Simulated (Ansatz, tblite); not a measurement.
# CuF₃H₉N₃−: a ladder of methods and basis sets

One table from this session's results is given with a row withheld; the runs are named, their logs left out.

Method: as each input shows; program: Ansatz 0.2.0, Gaussian basis.

The runs, in order: GFN1-xTB, GFN2-xTB, PBE-D4/def2-TZVPD, r2SCAN-D4/def2-TZVPD, revPBE-D4/def2-TZVPD, MP2/def2-SVPD, RPA/def2-SVPD.

4 further runs of the same task are left out: 4 that didn't finish. Runs told in other sessions of the task aren't counted.

**The geometry**

The geometry is that of the doublet, from an earlier relaxation (B3LYP-D4/def2-SVPD).

16 atoms, charge -1, spin multiplicity 2.

Bond lengths: Cu1–F2 1.900 Å, Cu1–F3 1.880 Å, Cu1–F4 1.906 Å, Cu1–N5 2.098 Å, N5–H8 1.015 Å, N5–H9 1.025 Å, N5–H10 1.015 Å, N6–H11 1.017 Å, N6–H12 1.026 Å, N6–H13 1.026 Å, N7–H14 1.025 Å, N7–H15 1.020 Å, N7–H16 1.028 Å. Angles: F2–Cu1–F3 153.2°, F2–Cu1–F4 99.0°, F2–Cu1–N5 85.6°, F3–Cu1–F4 102.3°, F3–Cu1–N5 90.7°, F4–Cu1–N5 134.6°, Cu1–N5–H8 113.3°, Cu1–N5–H9 100.1°, Cu1–N5–H10 108.6°, H8–N5–H9 112.6°, H8–N5–H10 112.1°, H9–N5–H10 109.5°, H11–N6–H12 107.6°, H11–N6–H13 108.2°, H12–N6–H13 102.4°, H14–N7–H15 105.4°, H14–N7–H16 101.0°, H15–N7–H16 105.4°.

No spin-orbit coupling is included. The ion is computed in the gas phase, without counter-ions or solvent.

PBE0-D4/def2-TZVPD was run before; its log isn't repeated, and its numbers join the tables.

The first run:

Tight binding, by tblite at 300 K electronic temperature and without a spin-polarisation term:

```python
tblite.interface.Calculator('GFN1-xTB', numbers, positions, charge=-1, uhf=1).singlepoint()
```

Tight binding, by tblite at 300 K electronic temperature and without a spin-polarisation term:

```python
tblite.interface.Calculator('GFN2-xTB', numbers, positions, charge=-1, uhf=1).singlepoint()
```

start.molden holds the orbitals of an earlier run on this state, given as this run's starting guess.

File in.yaml:

```yaml
crystal:
  periodic: [false, false, false]
  atoms:
    - {symbol: Cu, position_ang: [-0.591748, -0.325535, 0.938643]}
    - {symbol: F, position_ang: [-0.920435, 1.173886, 2.059148]}
    - {symbol: F, position_ang: [-1.001523, -2.025397, 0.246754]}
    - {symbol: F, position_ang: [1.308623, -0.386644, 1.071198]}
    - {symbol: N, position_ang: [-1.948854, 0.570472, -0.386615]}
    - {symbol: N, position_ang: [0.577877, 2.246534, -0.187986]}
    - {symbol: N, position_ang: [1.784252, -2.841471, -0.518635]}
    - {symbol: H, position_ang: [-2.345119, -0.081327, -1.055941]}
    - {symbol: H, position_ang: [-1.337304, 1.264614, -0.826856]}
    - {symbol: H, position_ang: [-2.664432, 1.045240, 0.155020]}
    - {symbol: H, position_ang: [1.174684, 3.058057, -0.326165]}
    - {symbol: H, position_ang: [1.188145, 1.437411, -0.025294]}
    - {symbol: H, position_ang: [0.102172, 2.349092, 0.715190]}
    - {symbol: H, position_ang: [0.766526, -2.931535, -0.434620]}
    - {symbol: H, position_ang: [1.951479, -2.545819, -1.480632]}
    - {symbol: H, position_ang: [1.955648, -2.007577, 0.056790]}
basis:
  gaussian: {orbitals: def2-TZVPD, initial_orbitals: start.molden}
total_charge: -1
magnetization: {spin_polarized: true, initial_magnetization: 1}
hamiltonian: {xc: pbe, dispersion: d4}
scf: {omitted_lower_state_checks: [starts]}
output: {forces: true, orbitals: {seedname: orbitals}}
```

On the command line:

```bash
$ ansatz run in.yaml --threads 4 --pin off --events-out ev --progress --plain --max-ram 4787MiB
```

Steps of the session up to this table: PBE-D4/def2-TZVPD; r2SCAN-D4/def2-TZVPD; revPBE-D4/def2-TZVPD; MP2/def2-SVPD; RPA/def2-SVPD.

One table of the session follows, with a row left open; its other results are not shown here.

```
               level  HOMO (eV)  LUMO (eV)  gap (eV)
   PBE-D4/def2-TZVPD          ?          ?         ?
revPBE-D4/def2-TZVPD      -1.14       0.17      1.31
r2SCAN-D4/def2-TZVPD      -1.59       0.41      2.00
  PBE0-D4/def2-TZVPD      -3.07       1.93      5.00
```

Estimate the missing values for PBE-D4/def2-TZVPD.

As computed: HOMO (eV): -1.24; LUMO (eV): 0.04; gap (eV): 1.28. In the column «HOMO (eV)» it lies between r2SCAN-D4/def2-TZVPD (-1.59) and revPBE-D4/def2-TZVPD (-1.14).
